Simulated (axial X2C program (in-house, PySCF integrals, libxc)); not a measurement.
# TeTi⁺: bond curves with and without spin–orbit coupling, part 2 of 2

Computed with an in-house X2C program for linear molecules on PySCF integrals; all-electron X2C, Te dyall-cv3z, Ti dyall-cv3z. The steps go on from the part before.

## (9) PBE0, 2c

State followed: Ω = 5/2 (excess of +ω over −ω: ω = 5/2). The scan is laid around 2.474 Å, a first estimate of the minimum, and this SCF restarts from the orbitals of the search.

Output at 2.474 Å:

```text
two-component X2C + atomic mean field  PBE0
basis functions 240  fitting functions 1283  grid points 5802
iter        total energy     max residual
   1      -7642.984171641     3.48e+00
   2      -7643.796940919     9.95e-03
   3      -7643.795877264     1.05e-02
   4      -7643.796186399     1.91e-02
   5      -7643.799195748     2.58e-03
   6      -7643.799306821     6.07e-04
   7      -7643.799313452     1.83e-04
   8      -7643.799314491     2.02e-04
   9      -7643.799315633     4.62e-05
  10      -7643.799315916     7.92e-06
  11      -7643.799315920     7.62e-06
  12      -7643.799315921     2.29e-06
converged
one-electron -10958.54778080  Coulomb 3293.59227794  exact exchange -53.97959768  xc functional -165.32376356  nuclear repulsion 244.69633359  atomic mean-field constant -4.23678541
```

Along the bond, energies from the lowest point:

```csv
R (Å),E (eV),μ (D),HOMO (eV),LUMO (eV),iterations
2.152,0.8313,8.53,-11.72,-8.48,16
2.251,0.3199,8.89,-11.80,-8.43,16
2.326,0.1174,9.11,-11.75,-8.36,15
2.400,0.0211,9.29,-11.67,-8.28,14
2.474,0.0000,9.44,-11.52,-8.21,12
2.561,0.0421,9.61,-11.33,-8.16,16
2.647,0.1338,9.78,-11.15,-8.19,16
2.759,0.2989,9.99,-10.95,-8.25,16
2.895,0.5423,10.22,-10.72,-8.31,16
3.092,0.9239,10.44,-10.44,-8.37,15
```

Dipoles are positive if Ti is the positive end and refer to the centre of mass.

Outer spinors at the reference distance:

```json
{"ω": "-1/2", "occupied": "yes", "ε (eV)": "-21.58", "atomic character": "70% Te s, 11% Ti p, 9% Ti d", "λ mixture": "100% σ"}
{"ω": "1/2", "occupied": "yes", "ε (eV)": "-20.61", "atomic character": "68% Te s, 11% Ti p, 10% Ti d", "λ mixture": "100% σ"}
{"ω": "1/2", "occupied": "yes", "ε (eV)": "-12.53", "atomic character": "70% Te p, 13% Ti d, 8% Ti s", "λ mixture": "63% σ, 37% π"}
{"ω": "-1/2", "occupied": "yes", "ε (eV)": "-12.42", "atomic character": "73% Te p, 11% Ti d, 9% Ti s", "λ mixture": "90% σ, 10% π"}
{"ω": "1/2", "occupied": "yes", "ε (eV)": "-11.88", "atomic character": "68% Te p, 15% Ti d, 6% Ti s", "λ mixture": "62% π, 38% σ"}
{"ω": "3/2", "occupied": "yes", "ε (eV)": "-11.82", "atomic character": "77% Ti d, 18% Te p", "λ mixture": "100% π"}
{"ω": "5/2", "occupied": "yes", "ε (eV)": "-11.74", "atomic character": "100% Ti d", "λ mixture": "100% δ"}
{"ω": "-3/2", "occupied": "yes", "ε (eV)": "-11.61", "atomic character": "72% Te p, 16% Ti d, 6% Ti p", "λ mixture": "100% π"}
{"ω": "-1/2", "occupied": "yes", "ε (eV)": "-11.52", "atomic character": "47% Ti d, 44% Te p, 4% Ti p", "λ mixture": "91% π, 9% σ"}
{"ω": "1/2", "occupied": "no", "ε (eV)": "-8.21", "atomic character": "47% Ti d, 45% Ti s, 3% Ti p", "λ mixture": "100% σ"}
{"ω": "3/2", "occupied": "no", "ε (eV)": "-8.14", "atomic character": "54% Te p, 25% Ti d, 15% Ti p", "λ mixture": "100% π"}
{"ω": "-1/2", "occupied": "no", "ε (eV)": "-8.09", "atomic character": "54% Ti d, 31% Te p, 9% Ti p", "λ mixture": "98% π, 2% σ"}
{"ω": "-3/2", "occupied": "no", "ε (eV)": "-7.75", "atomic character": "100% Ti d", "λ mixture": "100% δ"}
```

PBE0 fields in the half plane through the axis: z from -2.4 to 4.8 Å across, distance from the axis 0.15 to 2.25 Å upwards; Te lies at z = 0 and Ti at z = 2.474 Å; the ELF is damped to zero where the density is low.

log10 density (e/bohr³). Ten even steps from ' ' (-4.98 ) to '@' (1.83 ):
```
  ....::::::::------------::::::::::........      
....::::------------------------::::::::::....    
..::::------==============------------::::::....  
..::----========++++==============--------::::....
::::--====++++++++++++++++======++======----::::..
::----====++++******++++++++++++****++====--::::..
::--====++++**######**++++++****####**++==----::..
::--====++**##%%@@%%##**++++**##@@####++==----::..
```

ELF. Ten even steps from ' ' (0.00 ) to '@' (0.83 ):
```
          ..::------------::..                    
      ..--==++++++++++++++==::                    
    ..==++####%%##########**--                    
  ..==**%%%%@@%%%%%%%%@@@@##::                    
  --**%%@@@@%%**++**##@@@@**::............        
..==##@@@@%%==----::==##%%==::++####**--..        
::++%%@@@@**--##@@##--++##--++@@@@@@@@==..        
::**%%@@@@==++**@@**++--**::**##@@..@@++..        
```

Re = 2.462 Å, ωe = 281.2 cm⁻¹, ωexe = 0.784 cm⁻¹, Be = 0.07941 cm⁻¹, De = 2.71 eV, μ = 9.42 D.

## (10) HF, 2c

The SCF at the reference distance of 2.474 Å:

```text
two-component X2C + atomic mean field  HF
basis functions 240  fitting functions 1283  grid points 5802
iter        total energy     max residual
   1      -7640.414345395     2.72e-01
   2      -7640.457878658     2.77e-02
   3      -7640.469220559     1.50e-02
   4      -7640.474909832     1.62e-02
   5      -7640.480544600     1.11e-02
   6      -7640.483841355     5.43e-03
   7      -7640.485285818     4.09e-03
   8      -7640.486172743     2.58e-03
   9      -7640.486673646     7.94e-04
  10      -7640.486728125     3.85e-04
  11      -7640.486749944     1.33e-04
  12      -7640.486751889     1.08e-04
  13      -7640.486752537     5.26e-05
  14      -7640.486752720     3.63e-05
  15      -7640.486752809     1.29e-05
  16      -7640.486752820     3.56e-06
  17      -7640.486752822     1.84e-06
converged
one-electron -10957.49857017  Coulomb 3292.64376924  exact exchange -216.09150008  xc functional 0.00000000  nuclear repulsion 244.69633359  atomic mean-field constant -4.23678541
```

No constants are quoted: the dipole of the solution doesn't run smoothly along the scan, a sign that its character may change, so the fit is set aside.

## (11) TPSSh, 2c

Output at 2.474 Å:

```text
two-component X2C + atomic mean field  TPSSh
basis functions 240  fitting functions 1283  grid points 5802
iter        total energy     max residual
   1      -7644.080889450     1.63e-01
   2      -7644.082904108     7.62e-03
   3      -7644.058683920     4.83e-02
   4      -7644.082005605     1.25e-02
   5      -7644.083925731     5.48e-04
   6      -7644.083943710     1.13e-03
   7      -7644.083969662     6.11e-04
   8      -7644.083977743     3.89e-04
   9      -7644.083979463     1.58e-04
  10      -7644.083979933     3.11e-05
  11      -7644.083979984     1.13e-05
  12      -7644.083979988     8.06e-07
  13      -7644.083979988     8.51e-07
converged
one-electron -10958.05885763  Coulomb 3293.07392306  exact exchange -21.58626242  xc functional -197.97233118  nuclear repulsion 244.69633359  atomic mean-field constant -4.23678541
```

Re = 2.432 Å, ωe = 306 cm⁻¹, ωexe = 1.17 cm⁻¹, Be = 0.08137 cm⁻¹, De = 3.02 eV, μ = 9.39 D.

## (12) Correlated methods, 2c

Correlated methods: 9 electrons correlated (frozen shells, counted by type: Te 4 s, 3 p, 2 d; Ti 3 s, 2 p), 331 virtual spinors in MP2, 90 natural virtuals in coupled cluster.

Output of the correlated part at 2.474 Å:

```text
correlated 9  virtual 331  natural virtual 90  E(MP2) -0.149071404  MP2 remainder -0.005738643
iter   CCSD correlation   residual
   1     -0.157671077   1.21e-01
   2     -0.163614238   6.78e-02
   3     -0.167201216   4.61e-02
   4     -0.169507920   3.44e-02
   5     -0.171295350   2.25e-02
   6     -0.172227526   1.28e-02
   7     -0.172534167   5.82e-03
   8     -0.172590370   2.38e-03
   9     -0.172583685   1.28e-03
  10     -0.172604883   7.34e-04
  11     -0.172593627   3.77e-04
  12     -0.172599667   2.35e-04
  13     -0.172598468   1.39e-04
  14     -0.172599402   7.49e-05
  15     -0.172600482   4.37e-05
  16     -0.172600879   2.58e-05
  17     -0.172600906   1.31e-05
  18     -0.172600803   7.16e-06
  19     -0.172600627   4.06e-06
  20     -0.172600607   2.27e-06
(T) -0.011023455  T1 0.0881  D1 0.1985  max T2 0.103
```

MP2: No constants are quoted: the dipole of the HF reference doesn't run smoothly along the scan, a sign that its character may change, so the fit is set aside.

CCSD: No constants are quoted: the dipole of the HF reference doesn't run smoothly along the scan, a sign that its character may change, so the fit is set aside.

CCSD(T): No constants are quoted: the dipole of the HF reference doesn't run smoothly along the scan, a sign that its character may change, so the fit is set aside.

## (13) A higher determinant, 2c

State: Ω = 3/2 (excess of +ω over −ω: ω = 3/2).

Output at the reference distance:

```text
two-component X2C + atomic mean field  PBE0
basis functions 240  fitting functions 1283  grid points 5802
iter        total energy     max residual
   1      -7642.984212373     3.49e+00
   2      -7643.796640494     9.85e-03
   3      -7643.795236470     1.11e-02
   4      -7643.794982898     2.16e-02
   5      -7643.798893472     2.58e-03
   6      -7643.799005577     5.74e-04
   7      -7643.799011861     2.47e-04
   8      -7643.799013033     2.59e-04
   9      -7643.799014532     7.28e-05
  10      -7643.799014912     1.14e-05
  11      -7643.799014917     9.44e-06
  12      -7643.799014919     3.22e-06
converged
one-electron -10958.53193375  Coulomb 3293.57509319  exact exchange -53.97713779  xc functional -165.32458475  nuclear repulsion 244.69633359  atomic mean-field constant -4.23678541
```

| R (Å) | E above the lowest PBE0 point (eV) |
| --- | --- |
| 2.152 | 0.816 |
| 2.251 | 0.310 |
| 2.326 | 0.113 |
| 2.400 | 0.023 |
| 2.474 | 0.008 |
| 2.561 | 0.058 |
| 2.647 | 0.157 |
| 2.759 | 0.329 |
| 2.895 | 0.575 |

Re = 2.453 Å, ωe = 287.6 cm⁻¹, ωexe = 0.91 cm⁻¹, Be = 0.07998 cm⁻¹, μ = 9.37 D. Te = 0.01 eV. As a difference of two determinants it need not be a gap between pure terms.

## (14) The 2c curves together

Energy (eV) of the followed determinant, 2c, from each level's lowest point:

| R (Å) | PBE0 | HF (dipole not smooth) | MP2 (HF's dipole not smooth) | CCSD (HF's dipole not smooth) | CCSD(T) (HF's dipole not smooth) | TPSSh |
| --- | --- | --- | --- | --- | --- | --- |
| 2.152 | 0.831 | 2.223 | 1.571 | n/a | n/a | 0.774 |
| 2.251 | 0.320 | 1.297 | 0.869 | 0.604 | 0.511 | 0.266 |
| 2.326 | 0.117 | 0.810 | 0.507 | 0.307 | 0.238 | 0.076 |
| 2.400 | 0.021 | 0.463 | 0.258 | 0.125 | 0.080 | 0.000 |
| 2.474 | 0.000 | 0.229 | 0.101 | 0.029 | 0.006 | 0.003 |
| 2.561 | 0.042 | 0.068 | 0.011 | 0.000 | 0.000 | 0.074 |
| 2.647 | 0.134 | 0.000 | 0.000 | 0.032 | 0.049 | 0.191 |
| 2.759 | 0.299 | 0.013 | 0.072 | 0.140 | 0.173 | 0.384 |
| 2.895 | 0.542 | 0.129 | 0.260 | n/a | n/a | 0.650 |
| 3.092 | 0.924 | 0.343 | 0.760 | n/a | n/a | 1.048 |

Time for the job: 7.4 min (1 thread of Arm Neoverse N1, shared host); peak memory 0.68 GiB.

## (15) Constants

The summary covers parts 1 to 2.

Lowest determinant that the search found at its distance, spin-free: M_S = 1/2, Λ = 2 (beyond closed shells: δ+α).

Lowest determinant that the search found at its distance, 2c: Ω = 5/2 (excess of +ω over −ω: ω = 5/2).

```json
{"Hamiltonian": "spin-free", "level": "PBE0", "Re (Å)": "2.448", "ωe (cm⁻¹)": "291.3", "De (eV)": "2.94", "μ (D)": "9.41"}
{"Hamiltonian": "spin-free", "level": "TPSSh", "Re (Å)": "2.427", "ωe (cm⁻¹)": "309", "De (eV)": "3.21", "μ (D)": "9.43"}
{"Hamiltonian": "2c", "level": "PBE0", "Re (Å)": "2.462", "ωe (cm⁻¹)": "281.2", "De (eV)": "2.71", "μ (D)": "9.42"}
{"Hamiltonian": "2c", "level": "TPSSh", "Re (Å)": "2.432", "ωe (cm⁻¹)": "306", "De (eV)": "3.02", "μ (D)": "9.39"}
```

Dipoles are positive if Ti is the positive end and refer to the centre of mass. No constants: spin-free HF (the dipole of the solution doesn't run smoothly along the scan, a sign that its character may change, so the fit is set aside); spin-free MP2 (the dipole of the HF reference doesn't run smoothly along the scan, a sign that its character may change, so the fit is set aside); spin-free CCSD (the dipole of the HF reference doesn't run smoothly along the scan, a sign that its character may change, so the fit is set aside); spin-free CCSD(T) (the dipole of the HF reference doesn't run smoothly along the scan, a sign that its character may change, so the fit is set aside); 2c HF (the dipole of the solution doesn't run smoothly along the scan, a sign that its character may change, so the fit is set aside); 2c MP2 (the dipole of the HF reference doesn't run smoothly along the scan, a sign that its character may change, so the fit is set aside); 2c CCSD (the dipole of the HF reference doesn't run smoothly along the scan, a sign that its character may change, so the fit is set aside); 2c CCSD(T) (the dipole of the HF reference doesn't run smoothly along the scan, a sign that its character may change, so the fit is set aside). Spin-free ⟨S²⟩ is off its pure value at PBE0 1.40, TPSSh 1.14.

Time per point (s) on 1 thread of Arm Neoverse N1, shared host (2c runs); the times are rough: PBE0 2.7, TPSSh 3.9.

At PBE0, going from spin-free to two-component changes Re by +14 mÅ, ωe by -3.5 %, so spin–orbit coupling matters for this bond. De moves by -0.22 eV; both De rest on single-determinant atoms, which can miss part of an open shell's spin–orbit lowering.

De refers to Te + Ti+, each in the lowest determinant found, which need not be this curve's own limit. Each curve is one determinant whose occupation by symmetry is held fixed; it was picked as the lowest of a PBE0 search that is not exhaustive. De is counted from the lowest determinant-based energies of the atoms at the same level, without counterpoise correction. Density functionals use the spin component along the axis (collinear). The meta-GGAs lack a current-density term, which matters for open shells with orbital currents, atoms included. The spin-free determinant is spin-contaminated at some levels.
